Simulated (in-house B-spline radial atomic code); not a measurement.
**Ta¹²⁺: density, ELF and screening along the radius**

How do the shells of Ta¹²⁺ show in real space, and how much do the settings move them?

Method: several methods, spin-polarised, as named in each step; spherical all-electron atom at the radial basis limit. Code: in-house B-spline radial atomic code version 1.

### Step 1. The atom as given

```
element       : tantalum (Z = 73)
charge        : +12
electrons     : 61
configuration : [Kr] 4d10 4f13 5s2
nucleus       : point (non-relativistic runs) or finite (X2C runs)
```

Outer shells as boxes (Hund's rule):

[Kr] 4d10 4f13 5s2
```
[Kr] core
4d [↑↓][↑↓][↑↓][↑↓][↑↓]
4f [↑↓][↑↓][↑↓][↑↓][↑↓][↑↓][↑ ]
5s [↑↓]
```

Where spins are not typed, each open shell is filled with up spins first.

### Step 2. PBE, X2C, [Kr] 4d10 4f13 5s2

Settings of the run:

```ini
Z = 73
electrons = 61.0
configuration = [Kr] 4d10 4f13 5s2
hamiltonian = x2c
method = pbe,pbe
spin_polarised = True
nucleus = fermi
rms_radius = 5.3507
mass_number = 181
atomic_mass = 180.947998528
speed_of_light = 137.035999084
```

Started as:

```
$ python run_scf.py task.json out
```

The settings of every run stand in task.json; they run in order.

### Step 3. Hartree-Fock, X2C, [Kr] 4d10 4f13 5s2

The settings differ from step 2 so:

```diff
@@ -4,3 +4,3 @@
 hamiltonian = x2c
-method = pbe,pbe
+method = hf
 spin_polarised = True
```

### Step 4. Hartree-Fock, non-rel., [Kr] 4d10 4f12 5s2 6s1

Settings of the run:

```ini
Z = 73
electrons = 61.0
configuration = [Kr] 4d10 4f12 5s2 6s1
hamiltonian = nr
method = hf
spin_polarised = True
```

### Step 5. r2SCAN, X2C, [Kr] 4d10 4f12 5s2 5f1

Settings of the run:

```ini
Z = 73
electrons = 61.0
configuration = [Kr] 4d10 4f12 5s2 5f1
hamiltonian = x2c
method = r2scan
spin_polarised = True
nucleus = fermi
rms_radius = 5.3507
mass_number = 181
atomic_mass = 180.947998528
speed_of_light = 137.035999084
```

### Step 6. LDA (VWN5), X2C, [Kr] 4d10 4f12 5s2 5p1

Settings of the run:

```ini
Z = 73
electrons = 61.0
configuration = [Kr] 4d10 4f12 5s2 5p1
hamiltonian = x2c
method = lda,vwn
spin_polarised = True
nucleus = fermi
rms_radius = 5.3507
mass_number = 181
atomic_mass = 180.947998528
speed_of_light = 137.035999084
```

How large is the system in each run, where do the shell borders lie, and what is the highest level?

The runs gave:

| run | total energy (hartree) | highest level (eV) | radius holding 50 / 90 / 99 % (bohr) | radius at n = 0.001 (bohr) | ELF minima on the full grid (bohr) |
| --- | --- | --- | --- | --- | --- |
| PBE, X2C, [Kr] 4d10 4f13 5s2 | -15559.4006 | -239.58 | 0.312 / 0.755 / 1.28 | 2.05 | 0.028, 0.093, 0.31 |
| Hartree-Fock, X2C, [Kr] 4d10 4f13 5s2 | -15554.8870 | -257.26 | 0.313 / 0.751 / 1.28 | 2.05 | 0.028, 0.094, 0.32 |
| Hartree-Fock, non-rel., [Kr] 4d10 4f12 5s2 6s1 | -14750.9114 | -142.46 | 0.318 / 0.773 / 1.86 | 2.97 | 0.031, 0.11, 0.33, 1.5 |
| r2SCAN, X2C, [Kr] 4d10 4f12 5s2 5f1 | -15554.8159 | -124.88 | 0.313 / 0.772 / 1.56 | 2.68 | 0.028, 0.10, 0.29 |
| LDA (VWN5), X2C, [Kr] 4d10 4f12 5s2 5p1 | -15548.7142 | -234.85 | 0.313 / 0.773 / 1.34 | 2.12 | 0.029, 0.098, 0.27 |

In the first run ELF has 3 minima on the grid, which mark the borders between shells. On the record's full grid the screened charge (r times the electrostatic potential) falls from 72.9 near the nucleus to 12.00 at 3.5 bohr; far out it tends to the net charge, 12. The radius that holds 99 % of the electrons runs from 1.28 bohr (Hartree-Fock, X2C, [Kr] 4d10 4f13 5s2) to 1.86 bohr (Hartree-Fock, non-rel., [Kr] 4d10 4f12 5s2 6s1). The grid is coarse (about 22 % a step), so the places of minima are rough. For X2C runs ELF uses the non-relativistic kinetic energy density, and the fields carry no picture-change correction.
